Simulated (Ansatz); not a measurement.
**C3H10B2: up Jacob's ladder to CCSD(T)**

The task here is to estimate one member of a computed series from the others.

Method: functionals in def2-TZVPP, the program's frozen cores in correlated methods; program: Ansatz 0.2.0, Gaussian basis.

Plan: PBE-D4, r2SCAN-D4, PBE0-D4, B3LYP-D4, ωB97X-V, ωB97M-V, B2PLYP; CCSD(T)/def2-TZVPP; MP2/def2-QZVPP; extrapolation to the limit.

## The geometry

All runs share one geometry, relaxed beforehand with PBE0-D4 in a triple-zeta def2 set.

15 atoms, charge 0, spin multiplicity 1.

Atoms are counted from 1 here; the program's logs count them from 0.

Bond lengths: B1–B2 1.654 Å, B1–H6 1.201 Å, B1–H7 1.202 Å, B2–C3 1.575 Å, B2–C4 1.574 Å, C3–H8 1.094 Å, C3–H9 1.092 Å, C3–H10 1.100 Å, C4–C5 1.524 Å, C4–H11 1.098 Å, C4–H12 1.104 Å, C5–H13 1.093 Å, C5–H14 1.093 Å, C5–H15 1.094 Å. Angles: B2–B1–H6 122.7°, B2–B1–H7 122.1°, H6–B1–H7 115.2°, B1–B2–C3 120.2°, B1–B2–C4 122.0°, C3–B2–C4 117.8°, B2–C3–H8 113.1°, B2–C3–H9 115.8°, B2–C3–H10 105.5°, H8–C3–H9 109.2°, H8–C3–H10 106.3°, H9–C3–H10 106.1°, B2–C4–C5 118.4°, B2–C4–H11 109.8°, B2–C4–H12 102.8°, C5–C4–H11 111.1°, C5–C4–H12 109.8°, H11–C4–H12 103.7° and more.

Set-up of the first run:

File in.yaml:

```yaml
crystal:
  periodic: [false, false, false]
  atoms:
    - {symbol: B, position_ang: [-0.320495, 1.592468, 0.863227]}
    - {symbol: B, position_ang: [0.160931, 0.033465, 0.592907]}
    - {symbol: C, position_ang: [1.002344, -0.736913, 1.679159]}
    - {symbol: C, position_ang: [-0.197372, -0.730822, -0.735180]}
    - {symbol: C, position_ang: [-0.676654, 0.080572, -1.932610]}
    - {symbol: H, position_ang: [0.376456, 2.539042, 0.614846]}
    - {symbol: H, position_ang: [-1.392452, 1.857273, 1.337837]}
    - {symbol: H, position_ang: [0.888864, -1.823597, 1.619051]}
    - {symbol: H, position_ang: [0.852486, -0.416551, 2.712466]}
    - {symbol: H, position_ang: [2.055158, -0.522400, 1.442443]}
    - {symbol: H, position_ang: [0.629228, -1.397087, -1.015486]}
    - {symbol: H, position_ang: [-0.992955, -1.424397, -0.411864]}
    - {symbol: H, position_ang: [0.100899, 0.763930, -2.283860]}
    - {symbol: H, position_ang: [-0.958401, -0.553647, -2.777111]}
    - {symbol: H, position_ang: [-1.549937, 0.687966, -1.676226]}
basis:
  gaussian: {orbitals: def2-TZVPP}
hamiltonian: {xc: pbe, dispersion: d4}
output: {forces: true, orbitals: {seedname: orbitals}}
```

Started as:

```
ansatz run in.yaml --threads 4 --pin off --events-out ev --progress --plain --max-ram 10444MiB
```

Steps of the session up to this table: PBE-D4 (GGA); r2SCAN-D4 (meta-GGA); PBE0-D4 (hybrid); B3LYP-D4 (hybrid); ωB97X-V (range-separated); ωB97M-V (range-separated); B2PLYP (double hybrid); CCSD(T) in def2-TZVPP; MP2 in def2-QZVPP.

One table of the session follows, with a row left open; its other results are not shown here.

| method | atomisation energy (kJ/mol) |
| --- | --- |
| PBE-D4 | ? |
| r2SCAN-D4 | 5710.4 |
| PBE0-D4 | 5718.2 |
| B3LYP-D4 | 5700.8 |
| ωB97X-V | 5685.5 |
| ωB97M-V | 5696.2 |
| B2PLYP | 5634.1 |
| HF/def2-TZVPP | 4423.8 |
| MP2/def2-TZVPP | 5589.0 |
| CCSD/def2-TZVPP | 5489.5 |
| CCSD(T)/def2-TZVPP | 5544.0 |
| MP2/CBS | 5696.4 |
| CCSD(T)/CBS | 5651.4 |

Q: Estimate the row for PBE-D4 from the others.

The run gave: atomisation energy (kJ/mol): 5761.5. In the column «atomisation energy (kJ/mol)» it is the highest.

To keep in mind: Free atoms (2 B, 3 C, 10 H) were run apart at each level; the atomisation energy is their sum less the molecule, without zero-point or spin-orbit terms.
